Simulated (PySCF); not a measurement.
**BLYP/cc-pVDZ run of C2H7NSi (SMILES C=N[SiH2]C)**

Aim: the vertical ionisation energy of C2H7NSi at BLYP/cc-pVDZ, from 2 runs. 

The calculation is run with PySCF 2.14.0.

**1. The system as given**

C2H7NSi has 11 atoms, charge 0, and is taken as a singlet. As SMILES, `C=N[SiH2]C`. The shape is that of a PBE0-D4/def2-TZVP optimisation. This is one conformer, not always the lowest.

Bond lengths: C1–N2 1.257 Å, N2–Si3 1.747 Å, Si3–C4 1.862 Å, C1–H5 1.097 Å, C1–H6 1.103 Å, Si3–H7 1.497 Å, Si3–H8 1.486 Å, C4–H9 1.092 Å, C4–H10 1.093 Å, C4–H11 1.092 Å. Some angles: C1–N2–Si3 124.0°, N2–Si3–C4 108.8°, N2–C1–H5 120.4°, N2–C1–H6 124.2°, N2–Si3–H7 110.9°, N2–Si3–H8 106.9°, C4–Si3–H7 110.6°, C4–Si3–H8 110.8°, Si3–C4–H9 110.4°, Si3–C4–H10 110.6°.

**2. The energy at BLYP/cc-pVDZ**

Input file geometry.xyz:

```xyz
11

C     -0.763200     2.027200     0.389900
N     -0.749500     1.001600    -0.336400
Si    -0.379200    -0.602800     0.247400
C      1.068600    -1.271000    -0.713200
H     -0.997700     3.009000    -0.039500
H     -0.550300     2.023600     1.471900
H     -0.075100    -0.581600     1.713400
H     -1.590400    -1.434700     0.023400
H      0.849500    -1.270200    -1.783000
H      1.292800    -2.296000    -0.407900
H      1.959900    -0.662200    -0.545500
```

Input file calc.py:

```python
# C=N[SiH2]C
from pyscf import gto, dft

system = gto.M(
    atom='geometry.xyz',
    charge=0,
    spin=0,
    basis='cc-pvdz',
    max_memory=1860,
    verbose=3,
)

myscf = dft.RKS(system)
myscf.xc = 'blyp'
myscf.grids.level = 6
myscf.conv_tol = 1e-10
myscf.kernel()
if not myscf.converged:
    myscf = myscf.newton().run(myscf.mo_coeff, myscf.mo_occ)

etot = myscf.e_tot
print(f'total energy: {etot:.8f} hartree')
```

Command:

```
$ OMP_NUM_THREADS=1 python calc.py
```

Standard output:

```text
converged SCF energy = -424.579775367124
total energy: -424.57977537 hartree
```

Run time: 38 s. Hardware: 1 thread of Arm Neoverse V1, shared host; peak memory 0.49 GiB.

**3. The doublet cation, same level**

Input file run.py:

```python
from pyscf import gto, dft

mol = gto.M(
    atom='''
C   -0.763200   2.027200   0.389900
N   -0.749500   1.001600  -0.336400
Si  -0.379200  -0.602800   0.247400
C    1.068600  -1.271000  -0.713200
H   -0.997700   3.009000  -0.039500
H   -0.550300   2.023600   1.471900
H   -0.075100  -0.581600   1.713400
H   -1.590400  -1.434700   0.023400
H    0.849500  -1.270200  -1.783000
H    1.292800  -2.296000  -0.407900
H    1.959900  -0.662200  -0.545500
''',
    charge=1,
    basis='cc-pvdz',
    spin=1,
    verbose=3,
    max_memory=1860,
)

mf = dft.UKS(mol, xc='blyp')
mf.grids.level = 6
mf.conv_tol = 1e-10
mf.kernel()
if not mf.converged:
    mf = mf.newton().run(mf.mo_coeff, mf.mo_occ)

energy = mf.e_tot
print(f'total energy: {energy:.8f} hartree')
```

Command:

```
$ OMP_NUM_THREADS=1 python run.py
```

Standard output:

```text
WARN: HOMO -0.279926217213011 >= LUMO -0.279926217213009

converged SCF energy = -424.255076400883  <S^2> = 0.75570874  2S+1 = 2.0057006
total energy: -424.25507640 hartree
```

Run time: 92 s. Hardware: 1 thread of Arm Neoverse V1, shared host; peak memory 0.51 GiB.

**4. Summary of results**

At BLYP/cc-pVDZ:

| quantity | value |
| --- | --- |
| singlet C2H7NSi: total energy | -424.57978 Eh |
| singlet C2H7NSi: dipole moment | 0.92 D |
| singlet C2H7NSi: HOMO energy | -5.29 eV |
| singlet C2H7NSi: LUMO energy | -1.47 eV |
| singlet C2H7NSi: HOMO–LUMO gap | 3.82 eV |
| doublet cation: total energy | -424.25508 Eh |
| doublet cation: HOMO energy (highest over α and β) | -12.64 eV |
| doublet cation: LUMO energy (lowest over α and β) | -12.25 eV |
| doublet cation: ⟨S²⟩ | 0.756 |
| vertical ionisation energy (to the doublet cation) | 8.836 eV |

The vertical ionisation energy comes to 8.84 eV (852 kJ/mol). The negative HOMO energy of the first species, 5.29 eV, lies 3.54 eV below that difference. Mulliken charges (singlet C2H7NSi) run from -0.21 on N2 to +0.33 on Si3; they depend strongly on the basis. Mulliken charges (doublet cation) run from -0.10 on C4 to +0.33 on Si3.
